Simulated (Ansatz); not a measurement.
B2H4OS, SMILES OBBS, vertical spin-state energies

With Ansatz 0.2.0 through its Python package.

The cells in order, each with its output:

```python
import warnings

import ansatz
```

```python
BASIS = "cc-pVTZ"
XC = "b3lyp"
```

```python
warnings.simplefilter("ignore", ansatz.DeckWarning)
```

```python
geometry_ang = [
    ("O", (-1.9033, -0.2162, 0.7944)),
    ("B", (-0.9009, -0.0654, -0.2224)),
    ("B", (0.5443, 0.5769, 0.1733)),
    ("S", (2.0062, 0.7328, -1.1135)),
    ("H", (-1.8271, -1.0776, 1.1621)),
    ("H", (-1.0997, -0.4015, -1.3313)),
    ("H", (0.8059, 0.9369, 1.2979)),
    ("H", (2.4668, -0.543, -0.8162)),
]
mol = ansatz.Crystal.molecule()
for symbol, xyz in geometry_ang:
    mol = mol.atom(symbol, xyz)
```

```python
model = mol.calculation().basis(gaussian=BASIS).functional(XC)
found = {}
for unpaired in [0, 2, 4]:
    data = model.spin("collinear", total=unpaired).run(threads=1, pin="off").report
    s = unpaired / 2
    found[unpaired] = data["free_energy_ev"]
    print(f"2S+1 = {unpaired + 1}: E = {found[unpaired]:.5f} eV, <S^2> = {abs(data['mean_field']['state']['spin_squared']):.3f} (pure state {s * (s + 1):.2f})")
lowest = min(found, key=found.get)
for unpaired, e in found.items():
    print(f"multiplicity {unpaired + 1}: {(e - found[lowest]):.3f} eV above the lowest")
```

    2S+1 = 1: E = -14301.98770 eV, <S^2> = 0.000 (pure state 0.00)
    2S+1 = 3: E = -14300.71726 eV, <S^2> = 2.005 (pure state 2.00)
    2S+1 = 5: E = -14295.33004 eV, <S^2> = 6.010 (pure state 6.00)
    multiplicity 1: 0.000 eV above the lowest
    multiplicity 3: 1.270 eV above the lowest
    multiplicity 5: 6.658 eV above the lowest

In order: multiplicity 1 (+0.00 eV), multiplicity 3 (+1.27 eV) and multiplicity 5 (+6.66 eV), all at the one geometry.

Caveats:
- The settings weren't tested for convergence.
- The geometry is a force-field or estimated start, not a minimum of this method, and the basis set is short of its limit. All parts are taken at fixed geometry, without zero-point energy.
- b3lyp holds the VWN-RPA fit, as in Gaussian; the form of ORCA and Turbomole is b3lyp5.
- Timing: 32 s on 1 thread of Arm Neoverse V2, on a shared host, peak memory 0.47 GiB.
